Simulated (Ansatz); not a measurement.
**NbH: how well frozen cores do**

The same cell of NbH is computed with all-electron LAPW, frozen-core PAW and all-electron PAW on datasets made for the crystal, to set the results side by side.

Computed with Ansatz 0.2.0 (DFT LDA, scalar-relativistic, unless a step's input says otherwise).

### Step 1. Starting point

Symmetry: Cmme, No. 67, orthorhombic system. The conventional cell has a = 3.691 Å, b = 4.786 Å, c = 4.804 Å, α = 90.00°, β = 90.00°, γ = 90.00°. Nb (site symmetry mm2) has 4 H at 1.99 Å as nearest neighbours. Around H (site symmetry 222) lie 2 H at 1.85 Å and 4 Nb at 1.99 Å.

As a file:

```cif
data_structure
_symmetry_space_group_name_H-M 'P 1'
_symmetry_Int_Tables_number 1
_cell_length_a 3.0221
_cell_length_b 3.0221
_cell_length_c 4.8042
_cell_angle_alpha 90.000
_cell_angle_beta 90.000
_cell_angle_gamma 104.729
_cell_volume 42.43
loop_
_atom_site_label
_atom_site_type_symbol
_atom_site_fract_x
_atom_site_fract_y
_atom_site_fract_z
_atom_site_occupancy
Nb1 Nb 0.75000 0.25000 0.26884 1
Nb2 Nb 0.25000 0.75000 0.73116 1
H1 H 0.25000 0.25000 0.00000 1
H2 H 0.75000 0.75000 0.00000 1
```

The cell is one relaxed in the Materials Project, used as it stands.

Atoms are numbered in the order of the input: Nb1, Nb2, H3, H4.

### Step 2. All-electron LAPW

Contents of input.yaml:

```yaml
crystal:
  lattice:
    - [1.84536657, -2.39320053, 0.0]
    - [1.84536657, 2.39320053, 0.0]
    - [0.0, 0.0, 4.80422915]
  atoms:
    - { symbol: Nb, position: [0.75, 0.25, 0.26883888] }
    - { symbol: Nb, position: [0.25, 0.75, 0.73116112] }
    - { symbol: H, position: [0.25, 0.25, 0.0] }
    - { symbol: H, position: [0.75, 0.75, 0.0] }
kpoints:
  mp_grid: { grid: [11, 11, 7] }
  band_path:
    path:
      - [0.0, 0.0, 0.0]
      - [-0.5, 0.5, 0.0]
      - [-0.3986439117, 0.6013560883, 0.0]
      - [0.3986439117, 0.3986439117, 0.0]
      - [0.0, 0.0, 0.0]
      - [0.0, 0.0, 0.5]
      - [0.3986439117, 0.3986439117, 0.5]
      - [-0.3986439117, 0.6013560883, 0.5]
      - [-0.5, 0.5, 0.5]
    npoints: 14
scf:
  occupations: { method: fermi_dirac, width: 0.03 }
hamiltonian:
  xc: lda
  pseudopotentials: { kind: all_electron, lapw: { basis_error: 0.001 } }
output:
  forces: true
  stress: true
  eigenvalues: true
  populations: true
  dos: { projected: true, de: 0.2, e_range: [-14, 8] }
```

Started as:

```sh
ansatz run input.yaml --threads 1 --pin off --max-ram 4096MiB --backend cpu --events-out ev --progress --plain --runs-dir out
```

### Step 3. Frozen-core PAW

Edit input.yaml of step 2 so:

```diff
@@ -28,3 +28,3 @@
   xc: lda
-  pseudopotentials: { kind: all_electron, lapw: { basis_error: 0.001 } }
+  pseudopotentials: { kind: paw }
 output:
@@ -33,3 +33,9 @@
   eigenvalues: true
+  efg: { contact_densities: true }
   populations: true
+  bader: true
   dos: { projected: true, de: 0.2, e_range: [-14, 8] }
+  write_density: true
+  write_potential: true
+  elf: true
+  volumetric_format: npy
```

### Step 4. All-electron PAW on datasets made for the crystal

Edit input.yaml of step 3 so:

```diff
@@ -23,3 +23,3 @@
       - [-0.5, 0.5, 0.5]
-    npoints: 14
+    npoints: 8
 scf:
@@ -28,3 +28,3 @@
   xc: lda
-  pseudopotentials: { kind: paw }
+  pseudopotentials: { kind: all_electron, datasets: crystal }
 output:
@@ -34,8 +34 @@
   efg: { contact_densities: true }
-  populations: true
-  bader: true
-  dos: { projected: true, de: 0.2, e_range: [-14, 8] }
-  write_density: true
-  write_potential: true
-  elf: true
-  volumetric_format: npy
```

(Steps that only read results are left out.)

**Question.** What will these runs give? Wanted: pressure; gap; largest force; Bader charges; highest ELF.

As calculated:

| quantity | value |
| --- | --- |
| pressure | LAPW -9.97, PAW -9.95, crystal datasets -9.97 GPa |
| gap (LAPW) | none |
| largest force | LAPW 0.027, PAW 0.026, crystal datasets 0.026 eV/Å |
| Bader charges (PAW) | Nb1 +0.52, H3 -0.52 e |
| highest ELF (PAW) | 1.00, 0.00 Å from H |

In words: At this geometry the cell is under tension of 10.0 GPa, so it would shrink if let go. There is no gap at this level; the crystal is a metal here. Within 0.3 eV of the Fermi level the largest projected share is Nb 4d (94 %). The projection holds only the free atom's occupied shells (Nb 5s, Nb 4d, H 1s in this range). The field gradient at Nb1, the largest by crystal datasets, is -0.91 by PAW and -0.94 by crystal datasets (10²¹ V/m²), within 5 %. Spin–orbit coupling is left out, which moves gradients at and beside heavy atoms by some per cent and at worst by a factor of two. In pressure, PAW differs from LAPW by +0.02 GPa. The forces differ by at most 1 meV/Å in a component, on a largest force of 0.027 eV/Å. The price, with the outputs that each input asks for: 64 s for LAPW against 29 s for PAW, about 2.2 to one.
